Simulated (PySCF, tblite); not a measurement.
# C₉H₉FS: geometry, infrared bands and NMR shifts

What infrared bands and NMR shifts should C₉H₉FS (`C=CCc1ccc(F)c(S)c1`) show?

The runs use tblite 0.8.0 and PySCF 2.14.0, with density-fitted response routines of our own; the level of theory stands in each step. All values are computed, except where a source is named. Atoms count from 0, in the outputs and in this text.

### Step 1. The starting structure

20 atoms, charge 0, multiplicity 1; geometry from: force field or distance geometry start.

Bonds of the start (Å): C0–C1 1.35, C1–C2 1.48, C2–C3 1.52, C3–C4 1.40, C4–C5 1.40, C5–C6 1.39, C6–F7 1.34, C6–C8 1.40, C8–S9 1.79, C8–C10 1.39, C10–C3 1.41, C0–H11 1.08, C0–H12 1.08, C1–H13 1.10, C2–H14 1.10, C2–H15 1.10, C4–H16 1.09, C5–H17 1.09, S9–H18 1.34, C10–H19 1.10.

### Step 2. Relaxing the molecule with GFN2-xTB

The job: settings as JSON, then the geometry in Å.

```
{"job": {"kind": "relax", "xc": "GFN2-xTB", "basis": "xTB"}, "charge": 0, "multiplicity": 1}
C      3.268800    -1.318900    -0.627200
C      2.432700    -0.487300     0.026300
C      1.613500     0.573100    -0.609100
C      0.125600     0.380400    -0.379900
C     -0.603800    -0.529800    -1.155400
C     -1.968100    -0.729900    -0.933200
C     -2.596000    -0.032300     0.092000
F     -3.900400    -0.241100     0.305200
C     -1.887900     0.857600     0.904300
S     -2.701700     1.746300     2.226400
C     -0.531400     1.057500     0.664300
H      3.372800    -1.267900    -1.702700
H      3.832600    -2.065400    -0.085200
H      2.365100    -0.584200     1.115200
H      1.783400     0.631200    -1.691800
H      1.909900     1.554000    -0.205500
H     -0.107900    -1.076300    -1.957400
H     -2.533500    -1.429700    -1.539900
H     -3.916900     1.220900     2.035400
H      0.037800     1.752600     1.298100
```

Command:

```console
> OMP_NUM_THREADS=1 python probes_run.py task.json out
```

One launch serves the whole session: the jobs run in the order shown.

**Question.** This job is followed by: GFN2-xTB harmonic vibrations, gas phase; GIAO PBE0/pcSseg-1 NMR shielding, non-relativistic, gas phase. Predict these results of the whole session: strongest single infrared mode (GFN2-xTB); zero-point energy (GFN2-xTB); ¹³C shifts against TMS (PBE0/pcSseg-1); ¹H shifts against TMS (PBE0/pcSseg-1, means over atoms taken as alike); ¹⁹F shifts against CFCl3 (PBE0/pcSseg-1); ³³S shifts against CS2 (PBE0/pcSseg-1).

**Answer**, as computed:

| quantity | value |
| --- | --- |
| strongest single infrared mode (GFN2-xTB) | 1474 cm⁻¹, 118 km/mol |
| zero-point energy (GFN2-xTB) | 92.8 kcal/mol |
| ¹³C shifts against TMS (PBE0/pcSseg-1) | 164.8, 149.1, 142.8, 132.3, 131.7, 130.0, 121.9, 119.4, 46.9 ppm |
| ¹H shifts against TMS (PBE0/pcSseg-1, means over atoms taken as alike) | 7.30, 7.28, 7.09, 6.04, 5.43, 5.15, 4.52, 3.29 ppm |
| ¹⁹F shifts against CFCl3 (PBE0/pcSseg-1) | -129.8 ppm |
| ³³S shifts against CS2 (PBE0/pcSseg-1) | -71 ppm |

**Reading.** The optimisation took 52 steps and gained 0.107 eV; among the close pairs (by a distance rule), C0–C1 changed most, from 1.348 to 1.319 Å. All 54 modes are real, so the xTB geometry is a minimum. The strongest single mode, at 1474 cm⁻¹, is spread over several atoms, C6, C5, C3, C8 among them. Unscaled tight-binding wavenumbers are off by several per cent, some by more. Its intensities can rank the bands wrongly. At PBE0/pcSseg-1: Shielding is most anisotropic at S9 (span 422 ppm, paramagnetic term -479 ppm). NICS(1)zz of -25 ppm above the planar ring from C3 marks a diatropic (aromatic) ring current.
